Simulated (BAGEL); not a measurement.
**C3H5Si− (SMILES [C-]#CC[SiH3]): RI-MP2/6-31G(d) (density fitting with qzvpp-jkfit, spherical functions)**

Aim: the energy change on altering one bond length of C3H5Si− at RI-MP2/6-31G* (density fitting with qzvpp-jkfit, spherical functions), from 2 runs. 

The results are computed with BAGEL 1.2.2.

3 further runs of the same task are left out: 3 set aside as unsound or not needed. Runs told in other sessions of the task aren't counted.

## Step 1: Starting point

C3H5Si− has 9 atoms, charge -1, and is taken as a singlet. SMILES: `[C-]#CC[SiH3]`. The coordinates come from a GFN2-xTB relaxation.

Bond lengths: C1–C2 1.225 Å, C2–C3 1.499 Å, C3–Si4 1.883 Å, C3–H5 1.106 Å, C3–H6 1.106 Å, Si4–H7 1.494 Å, Si4–H8 1.474 Å, Si4–H9 1.474 Å. Some angles: C1–C2–C3 174.7°, C2–C3–Si4 110.2°, C2–C3–H5 110.5°, C2–C3–H6 110.5°, Si4–C3–H5 109.8°, Si4–C3–H6 109.8°, C3–Si4–H7 116.8°, C3–Si4–H8 111.4°, C3–Si4–H9 111.4°, H5–C3–H6 105.9°.

## Step 2: The energy at RI-MP2/6-31G(d) (density fitting with qzvpp-jkfit, spherical functions)

input.json reads:

```json
{ "bagel": [

{
  "title": "molecule",
  "basis": "6-31gs.json",
  "df_basis": "qzvpp-jkfit",
  "angstrom": true,
  "geometry": [
    { "atom": "C", "xyz": [       2.810670,      -0.380620,      -0.310230 ] },
    { "atom": "C", "xyz": [       1.661760,       0.044710,      -0.313620 ] },
    { "atom": "C", "xyz": [       0.304720,       0.676410,      -0.384130 ] },
    { "atom": "Si", "xyz": [      -0.980500,      -0.456710,       0.396080 ] },
    { "atom": "H", "xyz": [       0.030380,       0.887930,      -1.434660 ] },
    { "atom": "H", "xyz": [       0.304490,       1.654530,       0.132760 ] },
    { "atom": "H", "xyz": [      -2.392680,       0.031900,       0.403870 ] },
    { "atom": "H", "xyz": [      -1.055770,      -1.749510,      -0.307620 ] },
    { "atom": "H", "xyz": [      -0.683080,      -0.708630,       1.817550 ] }
  ]
},

{ "title": "hf", "charge": -1 },

{ "title": "mp2", "charge": -1, "ncore": 8 }

]}
```

The basis set 6-31G* is read from a file made from the Basis Set Exchange's data (not shown).

Run with:

```
$ BAGEL_NUM_THREADS=1 BAGEL input.json > input.out
```

The log of the run:

```text
* using 1 threads per process

  ===============================================================
  ===============================================================

  *** Geometry ***

  { "atom" : "C", "xyz" : [      5.311397,     -0.719268,     -0.586250 ] },
  { "atom" : "C", "xyz" : [      3.140271,      0.084490,     -0.592656 ] },
  { "atom" : "C", "xyz" : [      0.575837,      1.278230,     -0.725900 ] },
  { "atom" : "Si", "xyz" : [     -1.852876,     -0.863057,      0.748483 ] },
  { "atom" : "H", "xyz" : [      0.057410,      1.677945,     -2.711114 ] },
  { "atom" : "H", "xyz" : [      0.575403,      3.126609,      0.250880 ] },
  { "atom" : "H", "xyz" : [     -4.521510,      0.060282,      0.763204 ] },
  { "atom" : "H", "xyz" : [     -1.995116,     -3.306095,     -0.581318 ] },
  { "atom" : "H", "xyz" : [     -1.290834,     -1.339117,      3.434672 ] },

  Number of auxiliary basis functions:      443

  Since a DF basis is specified, we compute 2- and 3-index integrals:
    o Being stored without compression. Storage requirement is 0.017 GB

  Number of basis functions:       70
  Number of electrons      :       37

    * METHOD: MOLECULE                             0.19

  *** RHF ***

  === Nuclear Repulsion ===
   128.1866195449

      * DIIS with orbital gradients will be used.

  === RHF iteration (6-31gs.json) ===
      0       -405.12557661          0.01742746           0.04
      1       -405.27237952          0.00740803           0.04
      2       -405.29518995          0.00187406           0.04
      3       -405.29726441          0.00103560           0.04
      4       -405.29764907          0.00015715           0.04
      5       -405.29767446          0.00005940           0.04
      6       -405.29767632          0.00002214           0.04
      7       -405.29767666          0.00000491           0.04
      8       -405.29767669          0.00000202           0.04
      9       -405.29767669          0.00000099           0.04
     10       -405.29767669          0.00000044           0.04
     11       -405.29767669          0.00000019           0.04
     12       -405.29767669          0.00000007           0.04
     13       -405.29767669          0.00000002           0.04
     14       -405.29767669          0.00000001           0.04
    * SCF iteration converged.

    * Permanent dipole moment:
           (    3.631430,    -0.713789,    -0.291594) a.u.

    * METHOD: HF                                   0.73

  *** RHF ***

  === Nuclear Repulsion ===
   128.1866195449

      * DIIS with orbital gradients will be used.

  === RHF iteration (6-31gs.json) ===
      0       -405.29767669          0.00000000           0.04
    * SCF iteration converged.

    * Permanent dipole moment:
           (    3.631430,    -0.713789,    -0.291594) a.u.

  === DF-MP2 calculation ===

    * freezing 8 orbitals
    * 3-index integral transformation done
    * assembly done

      MP2 correlation energy:   -0.4505306777      0.02

      MP2 total energy:       -405.7482073716

    * METHOD: MP2                                  0.12

  ===============================================================
```

It took 1.2 s on 1 thread of Arm Neoverse V1, shared host.

## Step 3: The distorted shape, same level

input.json reads:

```json
{ "bagel" : [

{
  "title" : "molecule",
  "basis" : "6-31gs.json",
  "df_basis" : "qzvpp-jkfit",
  "angstrom" : "true",
  "geometry" : [
    { "atom" : "C", "xyz" : [       2.810704,      -0.527301,      -0.387744 ] },
    { "atom" : "C", "xyz" : [       1.661794,      -0.101971,      -0.391134 ] },
    { "atom" : "C", "xyz" : [       0.304754,       0.529729,      -0.461644 ] },
    { "atom" : "Si", "xyz" : [      -0.980466,      -0.603391,       0.318566 ] },
    { "atom" : "H", "xyz" : [       0.030414,       0.741249,      -1.512174 ] },
    { "atom" : "H", "xyz" : [       0.304490,       1.654530,       0.132760 ] },
    { "atom" : "H", "xyz" : [      -2.392646,      -0.114781,       0.326356 ] },
    { "atom" : "H", "xyz" : [      -1.055736,      -1.896191,      -0.385134 ] },
    { "atom" : "H", "xyz" : [      -0.683046,      -0.855311,       1.740036 ] }
  ]
},

{
  "title" : "hf",
  "charge" : -1
},

{
  "title" : "mp2",
  "charge" : -1,
  "ncore" : 8
}

]}
```

The basis set 6-31G* is read from a file made from the Basis Set Exchange's data (not shown).

Run with:

```
$ BAGEL_NUM_THREADS=1 BAGEL input.json > input.out
```

The log of the run:

```text
* using 1 threads per process

  ===============================================================
  ===============================================================

  *** Geometry ***

  { "atom" : "C", "xyz" : [      5.311461,     -0.996454,     -0.732730 ] },
  { "atom" : "C", "xyz" : [      3.140336,     -0.192697,     -0.739136 ] },
  { "atom" : "C", "xyz" : [      0.575902,      1.001043,     -0.872381 ] },
  { "atom" : "Si", "xyz" : [     -1.852812,     -1.140244,      0.602002 ] },
  { "atom" : "H", "xyz" : [      0.057474,      1.400758,     -2.857595 ] },
  { "atom" : "H", "xyz" : [      0.575403,      3.126609,      0.250880 ] },
  { "atom" : "H", "xyz" : [     -4.521446,     -0.216905,      0.616723 ] },
  { "atom" : "H", "xyz" : [     -1.995052,     -3.583282,     -0.727798 ] },
  { "atom" : "H", "xyz" : [     -1.290770,     -1.616304,      3.288191 ] },

  Number of auxiliary basis functions:      443

  Since a DF basis is specified, we compute 2- and 3-index integrals:
    o Being stored without compression. Storage requirement is 0.017 GB

  Number of basis functions:       70
  Number of electrons      :       37

    * METHOD: MOLECULE                             0.19

  *** RHF ***

  === Nuclear Repulsion ===
   127.5282369480

      * DIIS with orbital gradients will be used.

  === RHF iteration (6-31gs.json) ===
      0       -405.10734110          0.01767837           0.04
      1       -405.25600289          0.00773005           0.04
      2       -405.28079916          0.00197569           0.04
      3       -405.28301079          0.00110841           0.04
      4       -405.28345147          0.00015733           0.04
      5       -405.28347737          0.00006048           0.04
      6       -405.28347932          0.00002315           0.04
      7       -405.28347972          0.00000544           0.04
      8       -405.28347975          0.00000236           0.04
      9       -405.28347976          0.00000113           0.04
     10       -405.28347976          0.00000052           0.04
     11       -405.28347976          0.00000021           0.04
     12       -405.28347976          0.00000008           0.04
     13       -405.28347976          0.00000002           0.04
     14       -405.28347976          0.00000001           0.04
    * SCF iteration converged.

    * Permanent dipole moment:
           (    3.598358,    -0.607635,    -0.255652) a.u.

    * METHOD: HF                                   0.73

  *** RHF ***

  === Nuclear Repulsion ===
   127.5282369480

      * DIIS with orbital gradients will be used.

  === RHF iteration (6-31gs.json) ===
      0       -405.28347976          0.00000000           0.04
    * SCF iteration converged.

    * Permanent dipole moment:
           (    3.598357,    -0.607635,    -0.255652) a.u.

  === DF-MP2 calculation ===

    * freezing 8 orbitals
    * 3-index integral transformation done
    * assembly done

      MP2 correlation energy:   -0.4525087611      0.02

      MP2 total energy:       -405.7359885234

    * METHOD: MP2                                  0.12

  ===============================================================
```

It took 1.2 s on 1 thread of Arm Neoverse V1, shared host.

## Step 4: Summary of results

Level: RI-MP2/6-31G* (density fitting with qzvpp-jkfit, spherical functions), 8 core orbitals frozen.

```
                                                         quantity          value
                                        first shape: total energy  -405.74821 Eh
         first shape: correlation energy (8 core orbitals frozen)     -450.5 mEh
                                    distorted shape: total energy  -405.73599 Eh
     distorted shape: correlation energy (8 core orbitals frozen)     -452.5 mEh
energy change with the C3–H6 bond stretched from 1.106 to 1.272 Å       0.332 eV
```

**Reading.** With the C3–H6 bond stretched from 1.106 to 1.272 Å the energy rises by 0.33 eV (7.7 kcal/mol). The first shape isn't relaxed at this level, so the change isn't measured from a minimum.
